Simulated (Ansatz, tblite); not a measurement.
# B7N7 zinc blende off sphere (B₇N₇H₂₀): which spin state is lowest

Is the singlet the ground state of B7N7 zinc blende off sphere (B₇N₇H₂₀)? Other spin states are computed and compared level by level.

Method: as each input shows; program: Ansatz 0.2.0, Gaussian basis.

Levels to be run: triplet, at the geometry of the singlet (GFN1-xTB, GFN2-xTB, PBE0-D4/def2-TZVP, PBE-D4/def2-TZVP); the singlet's energies come from earlier runs.

1 further run of the same task is left out (set aside as unsound or not needed).

## 1. The geometry

The geometry is that of the singlet, from an earlier relaxation (PBE-D4/def2-SVP).

34 atoms, charge 0, spin multiplicity 1.

Bond lengths: B1–N9 1.639 Å, B1–N10 1.572 Å, B1–H15 1.233 Å, B1–H16 1.233 Å, B2–N8 1.568 Å, B2–N11 1.568 Å, B2–N12 1.568 Å, B2–H17 1.231 Å, B3–N9 1.553 Å, B3–N11 1.650 Å, B3–N13 1.553 Å, B3–H18 1.225 Å, B4–N8 1.650 Å, B4–N9 1.553 Å, B4–N14 1.553 Å, B4–H19 1.225 Å, B5–N10 1.572 Å, B5–N14 1.639 Å and more. Angles: N9–B1–N10 104.6°, N9–B1–H15 107.3°, N9–B1–H16 107.3°, N10–B1–H15 112.1°, N10–B1–H16 112.1°, H15–B1–H16 112.8°, N8–B2–N11 106.1°, N8–B2–N12 106.1°, N8–B2–H17 112.7°, N11–B2–N12 106.1°, N11–B2–H17 112.7°, N12–B2–H17 112.7°, N9–B3–N11 107.5°, N9–B3–N13 107.2°, N9–B3–H18 114.3°, N11–B3–N13 107.5°, N11–B3–H18 105.7°, N13–B3–H18 114.3° and more.

## 2. Triplet at the fixed geometry, GFN1-xTB

Tight binding, by tblite at 300 K electronic temperature and without a spin-polarisation term:

```python
tblite.interface.Calculator('GFN1-xTB', numbers, positions, charge=0, uhf=2).singlepoint()
```

Energy -1172.3172 eV; 0.065 s.

## 3. Triplet at the fixed geometry, GFN2-xTB

Tight binding, by tblite at 300 K electronic temperature and without a spin-polarisation term:

```python
tblite.interface.Calculator('GFN2-xTB', numbers, positions, charge=0, uhf=2).singlepoint()
```

Energy -1071.5586 eV; 0.033 s.

## 4. Triplet at the fixed geometry, PBE0-D4/def2-TZVP

Contents of in.yaml:

```yaml
crystal:
  periodic: [false, false, false]
  atoms:
    - {symbol: B, position_ang: [0.478604, -2.325875, 0.478735]}
    - {symbol: B, position_ang: [-1.434862, 1.438153, -1.432950]}
    - {symbol: B, position_ang: [0.476625, -0.478103, -1.360721]}
    - {symbol: B, position_ang: [-1.360171, -0.477316, 0.479460]}
    - {symbol: B, position_ang: [0.482480, -0.483336, 2.324130]}
    - {symbol: B, position_ang: [0.480521, 1.358977, 0.479150]}
    - {symbol: B, position_ang: [2.324604, -0.483966, 0.478352]}
    - {symbol: N, position_ang: [-2.267550, 0.498613, -0.493014]}
    - {symbol: N, position_ang: [-0.441495, -1.327337, -0.439925]}
    - {symbol: N, position_ang: [1.356738, -1.359806, 1.354871]}
    - {symbol: N, position_ang: [-0.496921, 0.497710, -2.266914]}
    - {symbol: N, position_ang: [-0.493148, 2.268718, -0.493263]}
    - {symbol: N, position_ang: [1.328097, 0.438177, -0.440321]}
    - {symbol: N, position_ang: [-0.437746, 0.438825, 1.328924]}
    - {symbol: H, position_ang: [1.162508, -3.005088, -0.289545]}
    - {symbol: H, position_ang: [-0.288482, -3.005016, 1.164045]}
    - {symbol: H, position_ang: [-2.145458, 2.150310, -2.142546]}
    - {symbol: H, position_ang: [1.129627, -1.132627, -2.163840]}
    - {symbol: H, position_ang: [-2.162366, -1.131297, 1.134168]}
    - {symbol: H, position_ang: [-0.284684, -1.168097, 3.003736]}
    - {symbol: H, position_ang: [1.169413, 0.282386, 3.003175]}
    - {symbol: H, position_ang: [1.136597, 2.159696, 1.133540]}
    - {symbol: H, position_ang: [3.002422, -1.169582, -0.289677]}
    - {symbol: H, position_ang: [3.005419, 0.281656, 1.163693]}
    - {symbol: H, position_ang: [-2.908651, -0.095406, -1.039877]}
    - {symbol: H, position_ang: [-2.906009, 1.046036, 0.103328]}
    - {symbol: H, position_ang: [-0.991178, -2.000709, -0.988443]}
    - {symbol: H, position_ang: [1.950179, -1.954456, 1.947360]}
    - {symbol: H, position_ang: [-1.045260, -0.096360, -2.906707]}
    - {symbol: H, position_ang: [0.098547, 1.044481, -2.906740]}
    - {symbol: H, position_ang: [0.102602, 2.908006, -1.040351]}
    - {symbol: H, position_ang: [-1.038818, 2.908873, 0.102875]}
    - {symbol: H, position_ang: [2.002617, 0.986282, -0.989019]}
    - {symbol: H, position_ang: [-0.984829, 0.987467, 2.004311]}
basis:
  gaussian: {orbitals: def2-TZVP, fitting: {mean_field: def2-universal-jkfit}}
magnetization: {spin_polarized: true, initial_magnetization: 2}
hamiltonian: {xc: pbe0, dispersion: d4}
scf: {omitted_lower_state_checks: [starts]}
output: {orbitals: {seedname: orbitals}}
```

The run is started by

```
$ ansatz run in.yaml --threads 2 --pin off --events-out ev --progress --plain --max-ram 32768MiB --backend cuda --devices 0, --max-vram 18GiB
```

The program printed:

```text
Functional definition: PBE0
  name "PBE0"
  cite "Adamo & Barone, J. Chem. Phys. 110, 6158 (1999) doi:10.1063/1.478522"
  cite "Perdew, Burke & Ernzerhof, Phys. Rev. Lett. 77, 3865 (1996) doi:10.1103/PhysRevLett.77.3865"
  parent pbe
  parameter a = 0.25
  parameter kappa = 0.804
  parameter beta = 0.06672455060314922
  exchange = (1 - a)*pbe_x(kappa = kappa, mu = beta*pi^2/3) + a*exact_x
  correlation = pbe_c(beta = beta)
these checks for a lower state are left out or cut short: starts
1424 factors; integrals over basis functions are off by at most 4.0e-1 eV
mean field evaluation 1: about -15455.2968 eV, gradient 8.3e1 eV
mean field evaluation 2: about -15390.0825 eV, gradient 1.5e2 eV
mean field evaluation 4: about -15483.5174 eV, gradient 8.6e0 eV
mean field evaluation 8: about -15483.8574 eV, gradient 2.9e-1 eV
mean field evaluation 16: about -15483.8581 eV, gradient 3.5e-3 eV
mean field -15483.85813701 eV, -569.0212911992 hartree, gradient 1.7e-5 eV, S^2 2.004792; 0 other end points of the search recorded, 0 dependent functions left out
reference -15483.85819831 eV, -569.0212934517 hartree; 53, 51 occupied and 501, 503 virtual orbitals, 1424 factors
Total energy: -15485.06586423 eV, -569.0656743560 hartree
Checks for a lower state left out: starts
```

It took 56 s on 1 × H100 (card shared with other runs) with 2 threads of AMD EPYC 7R13, shared host; peak host memory 1.2 GiB.

Report: HOMO -1.53 eV, LUMO -6.65 eV (over both spins; with the spin held, an empty level of the minority spin lies below the top filled one); ⟨S²⟩ 2.005 (pure: 2.00).

## 5. Triplet at the fixed geometry, PBE-D4/def2-TZVP

start.molden holds the orbitals of an earlier run on this state, given as this run's starting guess.

Edit in.yaml of step 4 so:

```diff
@@ -38,5 +38,5 @@
 basis:
-  gaussian: {orbitals: def2-TZVP, fitting: {mean_field: def2-universal-jkfit}}
+  gaussian: {orbitals: def2-TZVP, fitting: {mean_field: def2-universal-jkfit}, initial_orbitals: start.molden}
 magnetization: {spin_polarized: true, initial_magnetization: 2}
-hamiltonian: {xc: pbe0, dispersion: d4}
+hamiltonian: {xc: pbe, dispersion: d4}
 scf: {omitted_lower_state_checks: [starts]}
```

Launched as before.

The program printed:

```text
Functional definition: PBE
  name "PBE"
  cite "Perdew, Burke & Ernzerhof, Phys. Rev. Lett. 77, 3865 (1996) doi:10.1103/PhysRevLett.77.3865"
  parent pbe
  parameter kappa = 0.804
  parameter beta = 0.06672455060314922
  exchange = pbe_x(kappa = kappa, mu = beta*pi^2/3)
  correlation = pbe_c(beta = beta)
these checks for a lower state are left out or cut short: starts
1424 factors; integrals over basis functions are off by at most 4.0e-1 eV
mean field evaluation 1: about -15481.7689 eV, gradient 1.1e1 eV
mean field evaluation 2: about -15482.0394 eV, gradient 3.0e-1 eV
mean field evaluation 4: about -15482.0701 eV, gradient 3.2e-3 eV
mean field evaluation 8: about -15482.0692 eV, gradient 5.5e-1 eV
mean field evaluation 16: about -15482.0716 eV, gradient 2.8e-4 eV
mean field -15482.07158055 eV, -568.9556364602 hartree, gradient 1.5e-6 eV, S^2 2.001875; 0 other end points of the search recorded, 0 dependent functions left out
reference -15482.07166271 eV, -568.9556394794 hartree; 53, 51 occupied and 501, 503 virtual orbitals, 1424 factors
Total energy: -15483.47708880 eV, -569.0072879356 hartree
Checks for a lower state left out: starts
```

Run time: 26 s. Hardware: 1 × H100 (card shared with other runs) with 2 threads of AMD EPYC 7R13, shared host; peak host memory 1.2 GiB.

Report: HOMO -1.36 eV, LUMO -6.77 eV (over both spins; with the spin held, an empty level of the minority spin lies below the top filled one); ⟨S²⟩ 2.002 (pure: 2.00).

## 6. Triplet less singlet, vertical

The singlet's energies are those of its earlier runs, whose logs aren't repeated here.

```
            level  triplet less singlet, vertical (eV)     time
         GFN1-xTB                               +7.030    0.1 s
         GFN2-xTB                               +8.446  0.057 s
 PBE-D4/def2-TZVP                               +4.485     57 s
PBE0-D4/def2-TZVP                               +5.349  1.7 min
```

Times add the two runs; a level without a time comes out of a correlated run. Tight binding without a spin term can't rank spin states.

## 7. Outcome

| quantity | value |
| --- | --- |
| triplet less singlet, vertical, functionals in def2-TZVP | +4.485 (PBE-D4) to +5.349 eV (PBE0-D4) |

What this shows: All functionals put the triplet above the singlet, over a spread of 0.864 eV. The checks for a lower triplet were left out, so another state of that spin may lie lower. These are electronic energies, without zero-point motion, entropy or surroundings.
